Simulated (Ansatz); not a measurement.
# H4OSeSi: single points with varied inputs, part 1 of 2

How do the results and run time of H4OSeSi respond when the settings are drawn wide?

Method: the settings change from run to run; program: Ansatz 0.2.0, Gaussian basis.

**1. The geometry**

An earlier PBE0-D4 in a triple-zeta def2 set relaxation fixed the geometry.

7 atoms, charge 0, spin multiplicity 1.

Atoms are counted from 1 here; the program's logs count them from 0.

Bond lengths: O1–Si2 1.641 Å, O1–H4 0.959 Å, Si2–Se3 2.282 Å, Si2–H5 1.484 Å, Si2–H6 1.477 Å, Se3–H7 1.468 Å. Angles: Si2–O1–H4 117.7°, O1–Si2–Se3 113.4°, O1–Si2–H5 111.9°, O1–Si2–H6 105.4°, Se3–Si2–H5 106.6°, Se3–Si2–H6 107.8°, H5–Si2–H6 111.8°, Si2–Se3–H7 92.5°.

Geometry (Å):

```xyz
7
H4OSeSi
O    -1.5434   -0.1239   -0.4957
Si   -0.1588    0.5277    0.0981
Se    1.1553   -0.9798    1.1969
H    -1.4785   -0.9573   -0.9648
H     0.6787    1.1186   -0.9749
H    -0.5936    1.5445    1.0776
H     2.0015   -1.1979    0.0173
```

**2. rPW86-PBE/def2-TZVPP**

in.yaml reads:

```yaml
crystal:
  periodic: [false, false, false]
  atoms:
    - {symbol: O, position_ang: [-1.543388, -0.123899, -0.495724]}
    - {symbol: Si, position_ang: [-0.158801, 0.527731, 0.098112]}
    - {symbol: Se, position_ang: [1.155345, -0.979836, 1.196893]}
    - {symbol: H, position_ang: [-1.478459, -0.957297, -0.964797]}
    - {symbol: H, position_ang: [0.678720, 1.118623, -0.974948]}
    - {symbol: H, position_ang: [-0.593592, 1.544452, 1.077628]}
    - {symbol: H, position_ang: [2.001476, -1.197875, 0.017336]}
basis:
  gaussian: {orbitals: def2-TZVPP}
hamiltonian: {xc: {name: rPW86-PBE}}
output: {forces: true}
```

Launch:

```sh
$ ansatz run in.yaml --threads 2 --pin off --events-out ev --progress --plain --max-ram 4352MiB
```

Output:

```text
Functional definition: rPW86-PBE
  name "rPW86-PBE"
  cite "Murray, Lee & Langreth, J. Chem. Theory Comput. 5, 2754 (2009) doi:10.1021/ct900365q"
  cite "Perdew, Burke & Ernzerhof, Phys. Rev. Lett. 77, 3865 (1996) doi:10.1103/PhysRevLett.77.3865"
  parent pbe
  exchange = rpw86_x
  correlation = pbe_c
1062 factors; their error is unknown
mean field evaluation 1: about -75370.2278 eV, gradient 6.6e1 eV
mean field evaluation 2: about -75321.6574 eV, gradient 1.6e2 eV
mean field evaluation 4: about -75377.1297 eV, gradient 7.9e0 eV
mean field evaluation 8: about -75377.2988 eV, gradient 5.0e-2 eV
mean field evaluation 16: about -75377.2547 eV, gradient 1.1e-4 eV
mean field -75377.25473885 eV, -2770.0630191143 hartree, gradient 2.8e-5 eV, S^2 0.000000; 0 other end points of the search recorded, 0 dependent functions left out
the calculation of the forces begins
reference -75377.25483928 eV, -2770.0630228051 hartree; 30, 30 occupied and 147, 147 virtual orbitals, 1062 factors
Total energy: -75377.25483928 eV, -2770.0630228051 hartree
Atom 0 at    -1.543388    -0.123899    -0.495724 Å, force    -0.625176     0.087099    -0.051345 eV/Å
Atom 1 at    -0.158801     0.527731     0.098112 Å, force     0.355137     0.433804     0.044379 eV/Å
Atom 2 at     1.155345    -0.979836     1.196893 Å, force     0.099024    -0.229765     0.462927 eV/Å
Atom 3 at    -1.478459    -0.957297    -0.964797 Å, force    -0.009769    -0.351281    -0.210666 eV/Å
Atom 4 at     0.678720     1.118623    -0.974948 Å, force     0.042070     0.059392    -0.049374 eV/Å
Atom 5 at    -0.593592     1.544452     1.077628 Å, force    -0.036746     0.052046     0.037658 eV/Å
Atom 6 at     2.001476    -1.197875     0.017336 Å, force     0.175460    -0.051295    -0.233579 eV/Å
Dipole moment:     0.082429    -0.139522    -0.245938 e Å
```

Wall time 6 s (2 threads of Arm Neoverse V1, shared host); peak memory 0.36 GiB.

Largest force 0.633 eV/Å, dipole 1.41 D.

**3. wB97M-V/def2-mTZVPP**

Options: charge +1, multiplicity 2, atoms shaken by 0.08 Å, a grid of angular degree 11, finite nuclei.

in.yaml reads:

```yaml
crystal:
  periodic: [false, false, false]
  atoms:
    - {symbol: O, position_ang: [-1.555242, -0.239376, -0.499732]}
    - {symbol: Si, position_ang: [-0.194854, 0.488574, 0.183585]}
    - {symbol: Se, position_ang: [1.133982, -1.110556, 1.172267]}
    - {symbol: H, position_ang: [-1.327249, -1.038911, -0.869699]}
    - {symbol: H, position_ang: [0.682573, 1.067804, -0.845250]}
    - {symbol: H, position_ang: [-0.510577, 1.500116, 1.005136]}
    - {symbol: H, position_ang: [1.893525, -1.273749, 0.015139]}
basis:
  gaussian: {orbitals: def2-mTZVPP, final_grid: {core_spheres: 5, valence_spheres: 4, degree: 11}, nuclear_model: gaussian}
total_charge: 1
magnetization: {spin_polarized: true, initial_magnetization: 1}
hamiltonian: {xc: {name: wB97M-V}}
```

Launched as before.

Output, cut to the lines that bear on the results:

```text
Functional definition: wB97M-V
  name "wB97M-V"
  cite "Mardirossian & Head-Gordon, J. Chem. Phys. 144, 214110 (2016) doi:10.1063/1.4952647"
  cite "Becke, J. Chem. Phys. 107, 8554 (1997) doi:10.1063/1.475007"
  cite "Vydrov & Van Voorhis, J. Chem. Phys. 133, 244103 (2010) doi:10.1063/1.3521275"
  # Of w^i u^j: cxij and so on, Table III.
[...]
  gx(w, u) = 1 - cx + cx01*u + cx10*w
  gss(w, u) = css00 + css04*u^4 + css10*w + css20*w^2 + css43*w^4*u^3
  gos(w, u) = cos00 + cos10*w + (cos20 + cos21*u)*w^2 + (cos60 + cos61*u)*w^6
[...]
      + integral(e_c_pw_mod_opposite_spin*gos(b97_w_opposite, b97_u_opposite)) + vv10(b, c)
989 factors; integrals over basis functions are off by at most 9.4e-4 eV
285 factors; integrals over basis functions are off by at most 5.0e-6 eV
[...]
mean field -75326.87982970 eV, -2768.2117753486 hartree, gradient 6.6e-5 eV, S^2 0.752759; 2 other end points of the search recorded, 0 dependent functions left out
reference -75326.87986846 eV, -2768.2117767728 hartree; 30, 29 occupied and 77, 78 virtual orbitals, 989 factors
Total energy: -75326.87986846 eV, -2768.2117767728 hartree
```

Run time: 8.5 s. Hardware: 2 threads of Arm Neoverse V1, shared host; peak memory 0.36 GiB.

⟨S²⟩ 0.753.

**4. BHLYP/def2-mTZVPP**

Set apart from the defaults: charge +1, multiplicity 2, atoms shaken by 0.08 Å, D3(BJ) with three-body dispersion.

in.yaml reads:

```yaml
crystal:
  periodic: [false, false, false]
  atoms:
    - {symbol: O, position_ang: [-1.537336, -0.043116, -0.486616]}
    - {symbol: Si, position_ang: [-0.174902, 0.567549, 0.094972]}
    - {symbol: Se, position_ang: [1.167100, -1.049988, 1.179986]}
    - {symbol: H, position_ang: [-1.488768, -1.050764, -0.938640]}
    - {symbol: H, position_ang: [0.647287, 1.061151, -1.016139]}
    - {symbol: H, position_ang: [-0.608948, 1.565120, 1.022782]}
    - {symbol: H, position_ang: [1.986726, -1.100262, -0.039837]}
basis:
  gaussian: {orbitals: def2-mTZVPP}
total_charge: 1
magnetization: {spin_polarized: true, initial_magnetization: 1}
hamiltonian: {xc: {name: BHLYP}, dispersion: d3bjatm}
output: {forces: true}
```

The command is unchanged.

Output, cut to the lines that bear on the results:

```text
Functional definition: BHLYP
  name "BHLYP"
  cite "Becke, J. Chem. Phys. 98, 1372 (1993) doi:10.1063/1.464304"
  cite "Becke, Phys. Rev. A 38, 3098 (1988) doi:10.1103/PhysRevA.38.3098"
  cite "Lee, Yang & Parr, Phys. Rev. B 37, 785 (1988) doi:10.1103/PhysRevB.37.785"
[...]
988 factors; integrals over basis functions are off by at most 1.2e-3 eV
[...]
mean field -75331.03221619 eV, -2768.3643727376 hartree, gradient 3.9e-5 eV, S^2 0.754271; 2 other end points of the search recorded, 0 dependent functions left out
[...]
reference -75331.03236931 eV, -2768.3643783645 hartree; 30, 29 occupied and 77, 78 virtual orbitals, 988 factors
Total energy: -75331.25761766 eV, -2768.3726560885 hartree
Atom 0 at    -1.537336    -0.043116    -0.486616 Å, force     0.166156    -5.810969    -1.837580 eV/Å
Atom 1 at    -0.174902     0.567549     0.094972 Å, force    -0.837093     1.606176    -1.420280 eV/Å
Atom 2 at     1.167100    -1.049988     1.179986 Å, force     0.375213    -0.366461     0.169967 eV/Å
Atom 3 at    -1.488768    -1.050764    -0.938640 Å, force    -0.566113     4.713595     1.785251 eV/Å
Atom 4 at     0.647287     1.061151    -1.016139 Å, force     0.418780    -0.226191     0.371967 eV/Å
Atom 5 at    -0.608948     1.565120     1.022782 Å, force     0.315191     0.274254     0.769816 eV/Å
Atom 6 at     1.986726    -1.100262    -0.039837 Å, force     0.127866    -0.190404     0.160859 eV/Å
Dipole moment:     0.418471    -0.267841    -0.141439 e Å
```

Run time: 4.8 s. Hardware: 2 threads of Arm Neoverse V1, shared host; peak memory 0.36 GiB.

Largest force 6.097 eV/Å, ⟨S²⟩ 0.754.

**5. B3LYP/def2-SVPD**

Options: density fitting with def2-universal-jkfit, D4 dispersion.

in.yaml reads:

```yaml
crystal:
  periodic: [false, false, false]
  atoms:
    - {symbol: O, position_ang: [-1.543388, -0.123899, -0.495724]}
    - {symbol: Si, position_ang: [-0.158801, 0.527731, 0.098112]}
    - {symbol: Se, position_ang: [1.155345, -0.979836, 1.196893]}
    - {symbol: H, position_ang: [-1.478459, -0.957297, -0.964797]}
    - {symbol: H, position_ang: [0.678720, 1.118623, -0.974948]}
    - {symbol: H, position_ang: [-0.593592, 1.544452, 1.077628]}
    - {symbol: H, position_ang: [2.001476, -1.197875, 0.017336]}
basis:
  gaussian: {orbitals: def2-SVPD, fitting: {mean_field: def2-universal-jkfit}}
hamiltonian: {xc: {name: B3LYP}, dispersion: d4}
```

Same command.

Output, cut to the lines that bear on the results:

```text
Functional definition: B3LYP
  name "B3LYP"
  cite "Stephens, Devlin, Chabalowski & Frisch, J. Phys. Chem. 98, 11623 (1994) doi:10.1021/j100096a001"
  cite "Becke, Phys. Rev. A 38, 3098 (1988) doi:10.1103/PhysRevA.38.3098"
  cite "Lee, Yang & Parr, Phys. Rev. B 37, 785 (1988) doi:10.1103/PhysRevB.37.785"
  cite "Vosko, Wilk & Nusair, Can. J. Phys. 58, 1200 (1980) doi:10.1139/p80-159"
[...]
543 factors; integrals over basis functions are off by at most 3.4e-1 eV
[...]
mean field -75331.00330950 eV, -2768.3633104361 hartree, gradient 7.9e-5 eV, S^2 0.000000; 0 other end points of the search recorded, 0 dependent functions left out
reference -75331.00359165 eV, -2768.3633208051 hartree; 30, 30 occupied and 90, 90 virtual orbitals, 543 factors
Total energy: -75331.22994402 eV, -2768.3716391013 hartree
```

It took 1.6 s on 2 threads of Arm Neoverse V1, shared host; peak memory 0.36 GiB.

**6. MP2/ANO-RCC-VTZP**

This run has atoms shaken by 0.08 Å, relativity set to scalar, correlated electrons set to outside_noble_gas.

in.yaml reads:

```yaml
crystal:
  periodic: [false, false, false]
  atoms:
    - {symbol: O, position_ang: [-1.463486, -0.187786, -0.422286]}
    - {symbol: Si, position_ang: [-0.108034, 0.470669, 0.050017]}
    - {symbol: Se, position_ang: [1.109179, -0.878255, 1.193732]}
    - {symbol: H, position_ang: [-1.515703, -0.898941, -1.088867]}
    - {symbol: H, position_ang: [0.767732, 1.106505, -0.932871]}
    - {symbol: H, position_ang: [-0.695237, 1.697868, 1.175698]}
    - {symbol: H, position_ang: [1.890684, -1.230989, 0.052513]}
basis:
  gaussian: {orbitals: ANO-RCC-VTZP}
hamiltonian: {xc: {name: HF}, pseudopotentials: {relativity: scalar}}
correlation: {method: mp2, electrons: outside_noble_gas}
output: {forces: true}
```

The command is unchanged.

Output, cut to the lines that bear on the results:

```text
Functional definition: HF
  name "HF"
  cite "Fock, Z. Phys. 61, 126 (1930) doi:10.1007/BF01340294"
  parent pbe
[...]
1004 factors; integrals over basis functions are off by at most 7.7e-4 eV
[...]
mean field -76055.25298748 eV, -2794.9789951877 hartree, gradient 2.2e-6 eV, S^2 0.000000; 0 other end points of the search recorded, 0 dependent functions left out
20 core orbitals not correlated: weight in the atoms' cores, before any rotation towards them, 1.000 or more for the frozen orbitals, at most 0.000 for the correlated occupied ones
reference -76055.25298748 eV, -2794.9789951877 hartree; 10, 10 occupied and 133, 133 virtual orbitals, 1004 factors
second order -14.29670891 eV of doubles, -0.00000000 eV of singles
[...]
Total energy: -76069.54969639 eV, -2795.5043895496 hartree
Relativity: scalar
Atom 0 at    -1.463486    -0.187786    -0.422286 Å, force    -2.294434    -1.539150    -1.852861 eV/Å
Atom 1 at    -0.108034     0.470669     0.050017 Å, force    -0.269721     4.424915     2.282813 eV/Å
Atom 2 at     1.109179    -0.878255     1.193732 Å, force     0.967692    -1.248632     1.915847 eV/Å
Atom 3 at    -1.515703    -0.898941    -1.088867 Å, force     0.115947     0.640065     0.657402 eV/Å
Atom 4 at     0.767732     1.106505    -0.932871 Å, force    -0.111507     0.033628    -0.417740 eV/Å
Atom 5 at    -0.695237     1.697868     1.175698 Å, force     1.100870    -2.093952    -1.942763 eV/Å
Atom 6 at     1.890684    -1.230989     0.052513 Å, force     0.491153    -0.216874    -0.642698 eV/Å
Dipole moment:     0.091316    -0.264611    -0.430991 e Å
```

Run time: 16 s. Hardware: 2 threads of Arm Neoverse V1, shared host; peak memory 0.51 GiB.

Largest force 4.986 eV/Å, dipole 2.47 D.

(Continued in part 2 of 2.)
